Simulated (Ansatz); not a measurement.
# TiPd3: the cost of one run

Computed with Ansatz 0.2.0 (DFT LDA, scalar-relativistic, unless a step's input says otherwise).

## (1) Starting point

Symmetry: Pm-3m, No. 221, cubic system. The conventional cell has a = 3.820 Å, b = 3.820 Å, c = 3.820 Å, α = 90.00°, β = 90.00°, γ = 90.00°. Ti (site symmetry m-3m) has 12 Pd at 2.70 Å in its first shell of neighbours. Pd (site symmetry 4/mmm) has 4 Ti at 2.70 Å and 8 Pd at 2.70 Å in its first shell of neighbours.

Coordinates:

```cif
data_structure
_symmetry_space_group_name_H-M 'Pm-3m'
_symmetry_Int_Tables_number 221
_cell_length_a 3.8200
_cell_length_b 3.8200
_cell_length_c 3.8200
_cell_angle_alpha 90.000
_cell_angle_beta 90.000
_cell_angle_gamma 90.000
_cell_volume 55.74
loop_
_atom_site_label
_atom_site_type_symbol
_atom_site_symmetry_multiplicity
_atom_site_Wyckoff_symbol
_atom_site_fract_x
_atom_site_fract_y
_atom_site_fract_z
_atom_site_occupancy
Ti1 Ti 1 a 0.00000 0.00000 0.00000 1
Pd1 Pd 3 c 0.00000 0.50000 0.50000 1
```

The file gives the conventional cell by its symmetry; the runs use the cell typed in the input.

Atoms are numbered in the order of the input: Ti1, Pd2, Pd3, Pd4.

## (2) Volume × 0.96, LAPW

File input.yaml:

```yaml
crystal:
  lattice:
    - [3.7683720496, 0.0, 0.0]
    - [0.0, 3.7683720496, 0.0]
    - [0.0, 0.0, 3.7683720496]
  atoms:
    - { symbol: Ti, position: [0.0, 0.0, 0.0] }
    - { symbol: Pd, position: [0.0, 0.5, 0.5] }
    - { symbol: Pd, position: [0.5, 0.0, 0.5] }
    - { symbol: Pd, position: [0.5, 0.5, 0.0] }
kpoints:
  mp_grid: { grid: [11, 11, 11] }
  band_path:
    path:
      - [0.0, 0.0, 0.0]
      - [0.0, 0.5, 0.0]
      - [0.5, 0.5, 0.0]
      - [0.0, 0.0, 0.0]
      - [0.5, 0.5, 0.5]
      - [0.0, 0.5, 0.0]
      - [0.5, 0.5, 0.5]
      - [0.5, 0.5, 0.0]
    npoints: 5
scf:
  occupations: { method: fermi_dirac, width: 0.05 }
hamiltonian:
  xc: lda
  pseudopotentials: { kind: all_electron, lapw: { basis_error: 0.001 } }
output:
  forces: true
  stress: true
  eigenvalues: true
```

Run with:

```
ansatz run input.yaml --threads 1 --pin off --max-ram 4096MiB --backend cpu --events-out ev --progress --plain --runs-dir out
```

What time and memory should one allow on 1 thread of Arm Neoverse V1, shared host?

About 2.3 min, with a peak of 0.69 GiB.
